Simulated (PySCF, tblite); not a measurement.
# C₄H₅BrCl radical: geometry, infrared bands and EPR parameters

Aim: predict the infrared bands and EPR parameters of C₄H₅BrCl radical (`C=C(Cl)[C](C)Br`).

Computed with tblite 0.8.0 and PySCF 2.14.0, with density-fitted response routines of our own, on a single molecule in the gas phase. Atoms are numbered from 0 throughout.

## 1. The starting structure

11 atoms, charge 0, multiplicity 2; geometry from: force field or distance geometry start.

Bonds of the start (Å): C0–C1 1.35, C1–Cl2 1.75, C1–C3 1.44, C3–C4 1.49, C3–Br5 1.86, C0–H6 1.08, C0–H7 1.09, C4–H8 1.10, C4–H9 1.10, C4–H10 1.09.

## 2. Relaxing the molecule with GFN2-xTB

What the job is given:

```
{"job": {"kind": "relax", "xc": "GFN2-xTB", "basis": "xTB"}, "charge": 0, "multiplicity": 2}
C      1.903500     0.531600     0.577000
C      0.800000    -0.211500     0.356500
Cl     0.995900    -1.947400     0.419100
C     -0.513200     0.320000     0.081800
C     -1.498100    -0.417300    -0.756600
Br    -1.141900     1.847600     0.938100
H      2.861600     0.085700     0.776700
H      1.869900     1.623100     0.554000
H     -0.997100    -0.898500    -1.614100
H     -2.258300     0.257800    -1.173400
H     -2.016700    -1.188500    -0.185000
```

Launch:

```sh
$ OMP_NUM_THREADS=1 python probes_run.py task.json out
```

This one command runs all jobs of the session in turn.

**Question.** This job is followed by: GFN2-xTB harmonic vibrations, gas phase; UKS B3LYP, def2-TZVP-core on Br, pcH-1 on C Cl H, non-relativistic, mean-field spin-orbit, GIAO. What will the session give for the following? strongest single infrared mode (GFN2-xTB); zero-point energy (GFN2-xTB); g(iso) (B3LYP); ⟨S²⟩; largest a(iso) (averaged by class); surface potential, 1st and 99th percentile.

The runs gave:

| quantity | value |
| --- | --- |
| strongest single infrared mode (GFN2-xTB) | 1391 cm⁻¹, 53 km/mol |
| zero-point energy (GFN2-xTB) | 46.3 kcal/mol |
| g(iso) (B3LYP) | 2.00798 |
| ⟨S²⟩ | 0.777 (exact 0.75) |
| largest a(iso) (averaged by class) | 13C on C3, 77.9 MHz |
| surface potential, 1st and 99th percentile | -0.45 V and 0.92 V |

The optimisation took 40 steps and gained 0.242 eV; among the close pairs (by a distance rule), C1–C3 changed most, from 1.443 to 1.393 Å. The lowest mode is imaginary (39i cm⁻¹), so the xTB geometry is not a minimum. The strongest single mode, at 1391 cm⁻¹, has its largest shares on C3, C4, H6 and H10 (the list is cut at 4 atoms). Unscaled tight-binding wavenumbers are off by several per cent, some by more. Its intensities can rank the bands wrongly. The largest spin populations lie on C3 (0.64 e), C0 (0.62 e). The isotropic g lies 5.7 ppt above the free-electron value. The hyperfine terms hold no scalar relativity, which the heavier nuclei need.
